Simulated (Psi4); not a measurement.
**One shape, several levels: triplet C2HClFIn**

We compute a comparison of 4 runs (U-r2SCAN/def2-SVP, UM06-L/def2-SVP, UPBE0/def2-SVP, UTPSS/def2-SVP) of triplet C2HClFIn. 

The calculation is run with Psi4 1.11.

10 further runs of the same task are left out: 8 that didn't finish, 2 set aside as unsound or not needed. Runs told in other sessions of the task aren't counted.

## (1) The system as given

The species is C2HClFIn (6 atoms), meant as a triplet with charge 0. SMILES of the parent species: `C#[C][In]([F])[Cl]`. The shape is that of a PBE0-D4/def2-TZVP optimisation. That shape belongs to the parent species and isn't relaxed for this state.

Bond lengths: C1–C2 1.206 Å, C2–In3 2.048 Å, In3–F4 1.933 Å, In3–Cl5 2.293 Å, C1–H6 1.067 Å. Angles: C1–C2–In3 179.4°, C2–In3–F4 120.7°, C2–In3–Cl5 127.6°, F4–In3–Cl5 111.7°, C2–C1–H6 179.8°.

## (2) Energy and forces at U-r2SCAN/def2-SVP (core potential) (run 1)

job.dat

```
memory 2200 MB

molecule {
  0 3
  C      1.088300     0.340300     1.700800
  C      0.438900     0.120100     0.708700
  In    -0.655800    -0.235700    -0.984700
  F     -1.773600    -1.806600    -1.123700
  Cl    -0.759200     1.049500    -2.880900
  H      1.661500     0.532400     2.579900
  symmetry c1
  no_reorient
  no_com
}

set globals {
  basis def2-SVP
  reference uks
  puream true
  e_convergence 1e-09
  d_convergence 1e-08
  scf_type pk
  dft_radial_points 99
  dft_spherical_points 590
  maxiter 100
}

energy_value, wavefunction = gradient('r2scan', return_wfn=True)
oeprop(wavefunction, 'DIPOLE', 'MULLIKEN_CHARGES', 'QUADRUPOLE')
```

Run with:

```console
$ psi4 -n 1 job.dat job.out
```

job.out:

```text
[...]
    !!!  WARNING: ECP capability is in beta. Please check occupations closely.  !!!
[...]
  Running in c1 symmetry.
[...]
  Nuclear repulsion =  274.588230394353843
[...]
  Multiplicity = 3
[...]
  Nalpha       = 31
  Nbeta        = 29
[...]
    Number of basis functions: 91
[...]
   @UKS iter   1:  -825.74535454310933   -5.01029e-01   1.08394e-02 ADIIS/DIIS
[...]
   @UKS iter  25:  -826.48235474701630   -1.36424e-12   7.14163e-09 DIIS
[...]
   @S^2 Observed:                2.007906046E+00
[...]
  @UKS Final Energy:  -826.48235474701630
   => Energetics <=
    Nuclear Repulsion Energy =            274.5882303943538432
    One-Electron Energy =               -1759.5148548048914563
    Two-Electron Energy =                 725.0903225916883912
    DFT Exchange-Correlation Energy =     -66.6460529281670375
    Empirical Dispersion Energy =           0.0000000000000000
    VV10 Nonlocal Energy =                  0.0000000000000000
    Total Energy =                       -826.4823547470163021
  UHF NO Occupations:
  HONO-2 :   29  A 1.9978125
  HONO-1 :   30  A 1.0000000
[...]
  -Total Gradient:
     Atom            X                  Y                   Z
    ------   -----------------  -----------------  -----------------
       1       -0.111259475642    -0.037457419498    -0.170291327468
       2        0.112009681960     0.037150421491     0.172165320836
       3       -0.003202032236     0.000254648251    -0.006610691034
       4        0.006351075387     0.009833243166    -0.000417643480
       5       -0.000505753144    -0.008311878420     0.009932599355
       6       -0.003599302788    -0.001205394080    -0.005531396564
[...]
 Multipole Moments:
 ------------------------------------------------------------------------------------
     Multipole            Electronic (a.u.)      Nuclear  (a.u.)        Total (a.u.)
 ------------------------------------------------------------------------------------
 L = 1.  Multiply by 2.5417464519 to convert [e a0] to [Debye]
 Dipole X            :         61.3381523          -60.1233374            1.2148149
 Dipole Y            :          0.7136965           -0.1375721            0.5761245
 Dipole Z            :        120.1840603         -118.5432757            1.6407845
 Magnitude           :                                                    2.1212893
 L = 2.  Multiply by 1.3450342976 to convert [e a0^2] to [Debye ang]
 Quadrupole XX       :       -246.7919573          207.7065606          -39.0853967
 Quadrupole XY       :        -81.3790022           78.4254517           -2.9535505
[...]
  Mulliken Charges: (a.u.)
   Center  Symbol    Alpha    Beta     Spin     Total
       1     C     3.55993  2.62637  0.93357 -0.18630
       2     C     3.29861  2.50547  0.79314  0.19592
       3    IN    10.35333 10.05458  0.29875  0.59209
       4     F     4.71948  4.70960  0.00988 -0.42908
       5    CL     8.63849  8.61654  0.02195 -0.25503
       6     H     0.43016  0.48745 -0.05729  0.08239
   Total alpha = 31.00000, Total beta = 29.00000, Total charge =  0.00000
    Psi4 run time: 0:01:13.56
```

Wall time 75 s (1 thread of Intel Xeon Platinum 8488C (Sapphire Rapids), shared host); peak memory 1.1 GiB.

## (3) A single-point energy at UM06-L/def2-SVP (core potential) (run 2)

c2hclfin.xyz

```xyz
6
C2HClFIn
C      1.088300     0.340300     1.700800
C      0.438900     0.120100     0.708700
In    -0.655800    -0.235700    -0.984700
F     -1.773600    -1.806600    -1.123700
Cl    -0.759200     1.049500    -2.880900
H      1.661500     0.532400     2.579900
```

c2hclfin_ase.py

```python
import numpy as np
from ase.calculators.psi4 import Psi4
from ase.io import read

atoms = read('c2hclfin.xyz')
calc = Psi4(atoms=atoms, method='m06-l', basis='def2-SVP', memory='2200MB', num_threads=1, charge=0, multiplicity=3, label='psi4-calc', reference='uks')
calc.psi4.set_options({'puream': True, 'e_convergence': 1e-09, 'd_convergence': 1e-08, 'scf_type': 'pk', 'dft_radial_points': 99, 'dft_spherical_points': 590, 'maxiter': 100})
atoms.calc = calc

print(f'energy: {atoms.get_potential_energy():.6f} eV')
```

Run with:

```console
$ python c2hclfin_ase.py
```

psi4-calc.dat:

```text
[...]
    !!!  WARNING: ECP capability is in beta. Please check occupations closely.  !!!
[...]
  Running in c1 symmetry.
[...]
  Nuclear repulsion =  274.588230394353843
[...]
  Multiplicity = 3
[...]
  Nalpha       = 31
  Nbeta        = 29
[...]
    Number of basis functions: 91
[...]
   @UKS iter   1:  -825.86961225891139   -4.70865e-01   1.10423e-02 DIIS/ADIIS
[...]
   @UKS iter  31:  -826.65478105454531   -1.70530e-12   3.40927e-09 DIIS
[...]
   @S^2 Observed:                2.009779344E+00
[...]
    Orbital Energies [Eh]
    ---------------------
    Alpha Occupied:
       1A   -101.119602     2A    -24.430516     3A    -10.140204
       4A    -10.135254     5A     -9.388664     6A     -7.098786
       7A     -7.092766     8A     -7.091905     9A     -4.619437
      10A     -3.041033    11A     -3.034625    12A     -3.031918
      13A     -1.056066    14A     -0.810548    15A     -0.787376
      16A     -0.750893    17A     -0.747124    18A     -0.744764
      19A     -0.739708    20A     -0.716739    21A     -0.567410
      22A     -0.453285    23A     -0.393836    24A     -0.364567
      25A     -0.351121    26A     -0.326328    27A     -0.313538
      28A     -0.302125    29A     -0.287144    30A     -0.280950
      31A     -0.127097
[...]
  @UKS Final Energy:  -826.65478105454531
   => Energetics <=
    Nuclear Repulsion Energy =            274.5882303943538432
    One-Electron Energy =               -1759.7569530246473732
    Two-Electron Energy =                 725.3893333590231123
    DFT Exchange-Correlation Energy =     -66.8753917832747788
    Empirical Dispersion Energy =           0.0000000000000000
    VV10 Nonlocal Energy =                  0.0000000000000000
    Total Energy =                       -826.6547810545453103
  UHF NO Occupations:
  HONO-2 :   29  A 1.9973693
  HONO-1 :   30  A 1.0000000
[...]
 Multipole Moments:
 ------------------------------------------------------------------------------------
     Multipole            Electronic (a.u.)      Nuclear  (a.u.)        Total (a.u.)
 ------------------------------------------------------------------------------------
 L = 1.  Multiply by 2.5417464519 to convert [e a0] to [Debye]
 Dipole X            :         -6.3057550            7.4796576            1.1739027
 Dipole Y            :        -10.2354585           10.7658489            0.5303904
 Dipole Z            :          1.0233744            0.5966822            1.6200566
 Magnitude           :                                                    2.0697693
[...]
```

The script printed:

```text
energy: -22494.422356 eV
```

Wall time 70 s (1 thread of Intel Xeon Platinum 8488C (Sapphire Rapids), shared host); peak memory 1.1 GiB.

Run 3 isn't shown in full; the table further down has it.

## (4) The energy at UTPSS/def2-SVP (core potential) (run 4)

c2hclfin.json

```json
{
 "schema_name": "qcschema_input",
 "schema_version": 1,
 "molecule": {
  "schema_name": "qcschema_molecule",
  "schema_version": 2,
  "symbols": ["C", "C", "In", "F", "Cl", "H"],
  "geometry": [2.05658894, 0.6430738, 3.21404619, 0.8294008, 0.22695611, 1.3392489, -1.23928239, -0.44540845, -1.86081331, -3.35161825, -3.41397922, -2.12348525, -1.43468007, 1.98326757, -5.44411199, 3.13977996, 1.00609019, 4.87530443],
  "molecular_charge": 0,
  "molecular_multiplicity": 3,
  "fix_symmetry": "c1",
  "fix_com": true,
  "fix_orientation": true
 },
 "driver": "energy",
 "model": {
  "method": "tpss",
  "basis": "def2-SVP"
 },
 "keywords": {
  "reference": "uks",
  "puream": true,
  "e_convergence": 1e-09,
  "d_convergence": 1e-08,
  "scf_type": "pk",
  "dft_radial_points": 99,
  "dft_spherical_points": 590,
  "maxiter": 100
 }
}
```

Run with:

```console
$ psi4 --qcschema c2hclfin.json -n 1 --memory 2200MB
```

stdout:

```text
[...]
    !!!  WARNING: ECP capability is in beta. Please check occupations closely.  !!!
[...]
  Running in c1 symmetry.
[...]
  Nuclear repulsion =  274.588230522929678
[...]
  Multiplicity = 3
[...]
  Nalpha       = 31
  Nbeta        = 29
[...]
    Number of basis functions: 91
[...]
   @UKS iter   1:  -825.67416539053420   -3.65849e-01   1.13292e-02 ADIIS/DIIS
[...]
   @UKS iter  31:  -826.49235333770105   -7.27596e-12   3.69447e-09 DIIS
[...]
   @S^2 Observed:                2.005741020E+00
[...]
    Orbital Energies [Eh]
    ---------------------
    Alpha Occupied:
       1A   -100.962163     2A    -24.353317     3A    -10.080843
       4A    -10.075803     5A     -9.235195     6A     -7.019501
       7A     -7.013973     8A     -7.012065     9A     -4.538436
      10A     -2.974508    11A     -2.971068    12A     -2.968484
      13A     -1.001658    14A     -0.784150    15A     -0.768066
      16A     -0.725573    17A     -0.720277    18A     -0.717761
      19A     -0.712676    20A     -0.695264    21A     -0.554562
      22A     -0.445558    23A     -0.377284    24A     -0.358922
      25A     -0.341148    26A     -0.318763    27A     -0.304342
      28A     -0.290872    29A     -0.287581    30A     -0.279766
      31A     -0.126461
[...]
  @UKS Final Energy:  -826.49235333770105
   => Energetics <=
    Nuclear Repulsion Energy =            274.5882305229296776
    One-Electron Energy =               -1759.3642126996132902
    Two-Electron Energy =                 724.9080120481319227
    DFT Exchange-Correlation Energy =     -66.6243832091494568
    Empirical Dispersion Energy =           0.0000000000000000
    VV10 Nonlocal Energy =                  0.0000000000000000
    Total Energy =                       -826.4923533377010472
  UHF NO Occupations:
  HONO-2 :   29  A 1.9985781
  HONO-1 :   30  A 1.0000000
[...]
 Multipole Moments:
 ------------------------------------------------------------------------------------
     Multipole            Electronic (a.u.)      Nuclear  (a.u.)        Total (a.u.)
 ------------------------------------------------------------------------------------
 L = 1.  Multiply by 2.5417464519 to convert [e a0] to [Debye]
 Dipole X            :         61.2758171          -60.1233372            1.1524799
 Dipole Y            :          0.7209584           -0.1375721            0.5833864
 Dipole Z            :        120.0514783         -118.5432756            1.5082027
 Magnitude           :                                                    1.9857555
[...]
```

The result, in JSON:

```text
{
 "driver": "energy",
 "model": {
  "method": "tpss",
  "basis": "def2-SVP"
 },
 "success": true,
 "return_result": -826.492353337701,
 "properties": {
  "calcinfo_nbasis": 91,
  "calcinfo_nmo": 91,
  "calcinfo_nalpha": 31,
  "calcinfo_nbeta": 29,
  "calcinfo_natom": 6,
  "nuclear_repulsion_energy": 274.5882305229297,
  "return_energy": -826.492353337701,
  "scf_one_electron_energy": -1759.3642126996133,
  "scf_two_electron_energy": 724.9080120481319,
  "scf_xc_energy": -66.62438320914946,
  "scf_dipole_moment": [1.1524798742419193, 0.5833863576101277, 1.5082026997861107],
  "scf_total_energy": -826.492353337701,
  "scf_iterations": 31
 }
}
```

Run time: 1.8 min. Hardware: 1 thread of Intel Xeon Platinum 8488C (Sapphire Rapids), shared host; peak memory 1.1 GiB.

## (5) All runs side by side

| run | level | task | energy (Eh) | dipole moment (D) | HOMO energy (eV) | ⟨S²⟩ | wall time |
| --- | --- | --- | --- | --- | --- | --- | --- |
| 1 | U-r2SCAN/def2-SVP (core potential) | gradient | -826.482355 | 5.39 | -3.77 | 2.008 | 75 s |
| 2 | UM06-L/def2-SVP (core potential) | energy | -826.654781 | 5.26 | -3.46 | 2.010 | 70 s |
| 3 | UPBE0/def2-SVP (core potential) | gradient | -826.182028 | 5.46 | -4.44 | 2.006 | 34 s |
| 4 | UTPSS/def2-SVP (core potential) | energy | -826.492353 | 5.05 | -3.44 | 2.006 | 1.8 min |

## (6) Results

| quantity | value |
| --- | --- |
| run 4: total energy | -826.49235 Eh |
| run 4: dipole moment | 5.05 D |
| run 4: HOMO energy (highest over α and β) | -3.44 eV |
| run 4: ⟨S²⟩ | 2.006 |

What this shows: The dipole moment (its size) runs from 5.05 D (UTPSS/def2-SVP) to 5.46 D (UPBE0/def2-SVP). Totals of different functionals can't be ranked against each other. All runs together took 4.8 min, the longest 1.8 min.
